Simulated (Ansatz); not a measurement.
What does this script print? It uses Ansatz's Python interface.

Script `ticusias.py`:
```python
import ansatz
import numpy as np

FILLING = "fermi_dirac"
SIGMA = 0.1
KSPACING = 0.32

vectors = np.array([
    [3.569364, 0.0, 0.0],
    [0.0, 3.569364, 0.0],
    [0.0, 0.0, 9.242843],
])
ticusias = (
    ansatz.Lattice.of(vectors)
    .atom("Ti", (0.0, 0.5, 0.783261))
    .atom("Ti", (0.5, 0.0, 0.216739))
    .atom("Si", (0.5, 0.5, 0.0))
    .atom("Si", (0.0, 0.0, 0.0))
    .atom("Cu", (0.5, 0.5, 0.5))
    .atom("Cu", (0.0, 0.0, 0.5))
    .atom("As", (0.0, 0.5, 0.307055))
    .atom("As", (0.5, 0.0, 0.692945))
)

calc = ticusias.calculation()
calc = calc.occupations(FILLING, width=SIGMA)
calc = calc.kpoints(spacing=KSPACING)
with_term = calc.functional("pbesol", dispersion="d3bjatm").basis(340).cutoff_correction(590).run(threads=1).report
without = calc.functional("pbesol").basis(340).run(threads=1).report
finer = calc.functional("pbesol").basis(590).run(threads=1).report
removed = ansatz.free_energy_without(with_term, ansatz.EnergyTerm.DISPERSION)
print(f"dispersion term            {with_term['components']['e_disp']:.5f} eV")
print(f"F less dispersion          {removed:.5f} eV, run without it {without['free_energy_ev']:.5f} eV")
print(f"F less smearing term       {ansatz.free_energy_without(without, ansatz.EnergyTerm.SMEARING):.5f} eV")
print(f"estimated gain to 590 eV   {with_term['cutoff_correction']['energy_ev']:.5f} eV, found {finer['free_energy_ev'] - without['free_energy_ev']:.5f} eV")
```

```console
$ python ticusias.py
DeckWarning: basis.ecutwfc = 340 eV is below the records' recommended 420 eV, and the density's cutoff is lower with it unless basis.ecutrho_ratio is high enough to keep the records' density cutoff: compare with a run at a higher cutoff
dispersion term            -3.59580 eV
F less dispersion          -28998.60477 eV, run without it -28998.60477 eV
F less smearing term       -28998.51758 eV
estimated gain to 590 eV   -0.12789 eV, found -0.12612 eV
```
(Warnings from the package without file and line.)

Notes:
- Total energies depend on the potentials; only differences at equal settings carry meaning. A total without «per atom» is that of the whole cell that was run.
- The cutoff lies under the one recommended for these potentials in some of the runs.
- No spin polarisation was allowed.
- Dispersion corrections can be off by several per cent in the lattices of metals, and by several GPa in the pressure at a fixed cell.
- The mesh is modest for a metal, so energies can be off by several to tens of meV an atom and pressures by half a GPa or more; differences at equal mesh fare better.
- The structure comes from a database of computed cells and needn't be a stable or known phase.
- Run time: 23 s on 1 thread of Arm Neoverse V2 (shared host), peak memory 0.61 GiB.
